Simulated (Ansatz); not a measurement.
# Ti2CS: properties at the relaxed cell

The task, for Ti2CS: fit an equation of state.

Program: Ansatz 0.2.0. Level of theory: DFT r2SCAN, scalar-relativistic, plane waves, PAW. These are calculated values, not measurements.

**1. The structure to begin with**

It takes space group P6_3/mmc (No. 194, hexagonal). Conventional cell: a = 3.203 Å, b = 3.203 Å, c = 11.223 Å, α = 90.00°, β = 90.00°, γ = 120.00°. Ti (site symmetry 3m) has 3 C at 2.16 Å and 3 S at 2.51 Å as nearest neighbours. C (site symmetry -3m) is surrounded by 6 Ti at 2.16 Å. Around S (site symmetry -6m2) lie 6 Ti at 2.51 Å.

Coordinates:

```
Ti C S
1.0
     3.20264    0.00000    0.00000
    -1.60132    2.77357    0.00000
     0.00000    0.00000   11.22282
Ti C S
4 2 2
Direct
  0.33333 0.66667 0.09900
  0.66667 0.33333 0.59900
  0.33333 0.66667 0.40100
  0.66667 0.33333 0.90100
  0.00000 0.00000 0.00000
  0.00000 0.00000 0.50000
  0.66667 0.33333 0.25000
  0.33333 0.66667 0.75000
```

This cell was relaxed beforehand with the same method: volume 12.46 Å³/atom, gap on the mesh none (metal).

**2. Point at V/V0 = 0.97**

The input, input.yaml:

```yaml
crystal:
  lattice:
    - [3.1702927342, 0.0, 0.0]
    - [-1.5851463671, 2.7455540453, 0.0]
    - [0.0, 0.0, 11.1094517275]
  atoms:
    - { symbol: Ti, position: [0.3333333333, 0.6666666667, 0.098995258] }
    - { symbol: Ti, position: [0.6666666667, 0.3333333333, 0.598995258] }
    - { symbol: Ti, position: [0.3333333333, 0.6666666667, 0.401004742] }
    - { symbol: Ti, position: [0.6666666667, 0.3333333333, 0.901004742] }
    - { symbol: C, position: [0.0, 0.0, 0.0] }
    - { symbol: C, position: [0.0, 0.0, 0.5] }
    - { symbol: S, position: [0.6666666667, 0.3333333333, 0.25] }
    - { symbol: S, position: [0.3333333333, 0.6666666667, 0.75] }
basis:
  ecutwfc: 500
kpoints:
  mp_grid: { grid: [12, 12, 4] }
hamiltonian:
  xc: r2scan
scf:
  occupations: { method: gaussian, width: 0.1 }
output:
  forces: true
  stress: true
  eigenvalues: true
relax:
  adjacent_minimum: "off"
  f_tol: 0.01
  max_steps: 30
  cell: { stress_tol: 0.1, fix: [volume] }
```

Command:

```bash
$ ansatz run input.yaml --threads 4 --pin off --max-ram 10240MiB --backend cpu --events-out ev --progress --plain --runs-dir out
```

**3. Volume × 1.03**

input.yaml: that of step 2 with these lines changed.

```diff
@@ -2,5 +2,5 @@
   lattice:
-    - [3.1702927342, 0.0, 0.0]
-    - [-1.5851463671, 2.7455540453, 0.0]
-    - [0.0, 0.0, 11.1094517275]
+    - [3.2343563123, 0.0, 0.0]
+    - [-1.6171781562, 2.8010347314, 0.0]
+    - [0.0, 0.0, 11.3339455796]
   atoms:
```

**4. Volume × 0.94**

The input, input.yaml:

```yaml
crystal:
  lattice:
    - [3.1359537875, 0.0, 0.0]
    - [-1.5679768938, 2.7158156451, 0.0]
    - [0.0, 0.0, 11.0029253886]
  atoms:
    - { symbol: Ti, position: [0.3333333333, 0.6666666667, 0.0995742447] }
    - { symbol: Ti, position: [0.6666666667, 0.3333333333, 0.5995742447] }
    - { symbol: Ti, position: [0.3333333333, 0.6666666667, 0.4004257553] }
    - { symbol: Ti, position: [0.6666666667, 0.3333333333, 0.9004257553] }
    - { symbol: C, position: [0.0, 0.0, 0.0] }
    - { symbol: C, position: [0.0, 0.0, 0.5] }
    - { symbol: S, position: [0.6666666667, 0.3333333333, 0.25] }
    - { symbol: S, position: [0.3333333333, 0.6666666667, 0.75] }
basis:
  ecutwfc: 500
kpoints:
  mp_grid: { grid: [12, 12, 4] }
hamiltonian:
  xc: r2scan
scf:
  occupations: { method: gaussian, width: 0.1 }
output:
  forces: true
  stress: true
  eigenvalues: true
relax:
  adjacent_minimum: "off"
  f_tol: 0.01
  max_steps: 30
  cell: { stress_tol: 0.1, fix: [volume] }
```

**5. Point at V/V0 = 1.06**

The input, input.yaml:

```yaml
crystal:
  lattice:
    - [3.2665479892, 0.0, 0.0]
    - [-1.6332739946, 2.8289135413, 0.0]
    - [0.0, 0.0, 11.4352957784]
  atoms:
    - { symbol: Ti, position: [0.3333333333, 0.6666666667, 0.0983824383] }
    - { symbol: Ti, position: [0.6666666667, 0.3333333333, 0.5983824383] }
    - { symbol: Ti, position: [0.3333333333, 0.6666666667, 0.4016175617] }
    - { symbol: Ti, position: [0.6666666667, 0.3333333333, 0.9016175617] }
    - { symbol: C, position: [0.0, 0.0, 0.0] }
    - { symbol: C, position: [0.0, 0.0, 0.5] }
    - { symbol: S, position: [0.6666666667, 0.3333333333, 0.25] }
    - { symbol: S, position: [0.3333333333, 0.6666666667, 0.75] }
basis:
  ecutwfc: 500
kpoints:
  mp_grid: { grid: [12, 12, 4] }
hamiltonian:
  xc: r2scan
scf:
  occupations: { method: gaussian, width: 0.1 }
output:
  forces: true
  stress: true
  eigenvalues: true
  write_density: true
  write_potential: true
  elf: true
  volumetric_format: npy
relax:
  adjacent_minimum: "off"
  f_tol: 0.01
  max_steps: 30
  cell: { stress_tol: 0.1, fix: [volume] }
```

(Steps that only read results are left out.)

**Question.** What will these runs give? Wanted: equilibrium volume of the fit; bulk modulus.

The runs gave:

| quantity | value |
| --- | --- |
| equilibrium volume of the fit | 12.46 Å³/atom |
| bulk modulus | 188 GPa |
| its pressure derivative | 4.2 |

What this shows: The fit puts the minimum at 12.46 Å³/atom with B = 188 GPa and B' = 4.2.
